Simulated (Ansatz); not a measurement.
# NiO: the cost of one run

Program: Ansatz 0.2.0. Level of theory: DFT LDA+U, PAW, plane waves, scalar-relativistic; U − J = 6.2 eV on Ni d. These are calculated values, not measurements.

## Step 1: The structure to begin with

It takes space group Fm-3m (No. 225, cubic). The conventional cell has a = 4.201 Å, b = 4.201 Å, c = 4.201 Å, α = 90.00°, β = 90.00°, γ = 90.00°. Around Ni (site symmetry m-3m) lie 6 O at 2.10 Å. O (site symmetry m-3m) has 6 Ni at 2.10 Å as nearest neighbours.

Coordinates:

```xyz
4
Lattice="0.0000 4.2010 4.2010 2.1005 0.0000 2.1005 2.1005 2.1005 0.0000" Properties=species:S:1:pos:R:3 pbc="T T T"
Ni    0.0000    0.0000    0.0000
Ni    0.0000    2.1005    2.1005
O     2.1005    2.1005    2.1005
O     2.1005    4.2010    4.2010
```

In tables a label like O4 counts atoms in the order of input.yaml; a structure file may count by element.

Known so far: 8 plain starts ended in 3 states. The lowest came from “opposed moments +-, plain SCF [Ni1 2.00, Ni2 -2.00 μB]”: antiferromagnetic, site moments Ni1 1.62, Ni2 -1.62 μB, total 0.00 μB per cell, a gap of 2.94 eV on the k-mesh, free energy -12651.6701 eV.

Runs to come: parallel moments, default search for lower states; opposed moments +-, default search for lower states; whole orbital fillings typed, symmetry off, plain SCF; the moments typed in its input, symmetry off, plain SCF; the moments typed in its input, standard search for lower states.

“Plain SCF” means no search for lower states. The default search runs further SCF cycles only where the state itself hints at a lower one. The standard and full searches may also try other magnetic orders and fillings, and need not reach the lowest state. With a search on, the program may also reshape the start on open shells. Ends within 0.2 meV/atom and 0.1 μB count as one state.

The total moment includes the space between the atomic spheres.

## Step 2: Parallel moments, default search for lower states

input.yaml reads:

```yaml
crystal:
  lattice:
    - [0.0, 4.20096, 4.20096]
    - [2.10048, 0.0, 2.10048]
    - [2.10048, 2.10048, 0.0]
  atoms:
    - { symbol: Ni, position: [0.0, 0.0, 0.0], spin: 2.0 }
    - { symbol: Ni, position: [0.5, 0.0, 0.0], spin: 2.0 }
    - { symbol: O, position: [0.25, 0.5, 0.5] }
    - { symbol: O, position: [0.75, 0.5, 0.5] }
magnetization:
  spin_polarized: true
hamiltonian:
  xc: lda
  pseudopotentials: { kind: paw }
  hubbard: { sites: [{ species: Ni, l: d, u_eff: 6.2 }] }
basis:
  ecutwfc: 420
kpoints:
  mp_grid: { grid: [5, 9, 9] }
scf:
  occupations: { method: fermi_dirac, width: 0.05 }
output:
  forces: true
  stress: true
```

**Question.** How long does this run take on 2 threads of an Arm CPU, shared host, and how much memory does it need?

About 22 s, with a peak of 0.73 GiB.
